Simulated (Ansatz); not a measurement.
Predict the output of the script below (Ansatz 0.2.0, Python API).

`c2h4ssi_scan.py`:
```python
'''Stretching a bond of C2H4SSi, the rest held rigid.'''

import ansatz as az
import numpy as np

system = (
    az.Crystal.molecule()
    .atom('C', (2.1795, 1.116, 0.09))
    .atom('C', (1.436, 0.2248, 0.379))
    .atom('S', (0.4531, -1.0941, 0.8033))
    .atom('Si', (-1.3183, -0.6457, -0.1221))
    .atom('H', (2.7529, 1.9786, -0.203))
    .atom('H', (-1.921, 0.6432, 0.4083))
    .atom('H', (-1.1746, -0.5492, -1.5838))
    .atom('H', (-2.3156, -1.7309, 0.1726))
)

symbols = [site.symbol for site in system.cartesian_sites]
start = np.array([site.position_ang for site in system.cartesian_sites])
axis = (start[6] - start[3]) / np.linalg.norm(start[6] - start[3])
moving = [6]
lengths, energies = [1.295, 1.354, 1.413, 1.472, 1.531, 1.59, 1.649, 1.737], []
for length in lengths:
    xyz = start.copy()
    xyz[moving] += (length - np.linalg.norm(start[6] - start[3])) * axis
    point = az.Crystal.molecule()
    for symbol, place in zip(symbols, xyz):
        point = point.atom(symbol, place.tolist())
    base = (
        point.calculation()
        .basis(gaussian='def2-SVP')
        .functional('cam_b3lyp')
        .scf(lower_state_search='light')
    )
    report = base.run(threads=1, backend='cpu').report
    energies.append(report['free_energy_ev'])
    print(f'r = {length:6.3f} A  E = {energies[-1]:.5f} eV  <S^2> = {abs(report["mean_field"]["state"]["spin_squared"]):.3f}')

# quartic fit about the minimum
fit = np.polynomial.Polynomial.fit(lengths, np.array(energies) - min(energies), 4).convert()
roots = [r.real for r in fit.deriv().roots() if abs(r.imag) < 1e-9 and fit.deriv(2)(r.real) > 0]
r_e = min(roots, key=lambda r: abs(r - lengths[int(np.argmin(energies))]))
print(f'minimum of the fit at {r_e:.4f} A, force constant {fit.deriv(2)(r_e):.2f} eV/A^2')
```

```console
$ python c2h4ssi_scan.py
r =  1.295 A  E = -20841.22144 eV  <S^2> = 0.000
r =  1.354 A  E = -20841.47395 eV  <S^2> = 0.000
r =  1.413 A  E = -20841.61480 eV  <S^2> = 0.000
r =  1.472 A  E = -20841.66794 eV  <S^2> = 0.000
r =  1.531 A  E = -20841.65281 eV  <S^2> = 0.000
r =  1.590 A  E = -20841.58502 eV  <S^2> = 0.000
r =  1.649 A  E = -20841.47705 eV  <S^2> = 0.000
r =  1.737 A  E = -20841.26220 eV  <S^2> = 0.000
minimum of the fit at 1.4862 A, force constant 18.41 eV/A^2
```

What to keep in mind:
- These settings explore the input space; basis and method may be short of convergence.
- The rest of the molecule is held rigid at a force-field or estimated start geometry, and the basis set is modest; single-reference methods fail as a bond breaks.
- The orbitals are restricted, so S² is zero by construction.
- Wall time of the script: 20 s on 1 thread of Arm Neoverse V1, with other jobs on the host, peak memory 0.24 GiB.
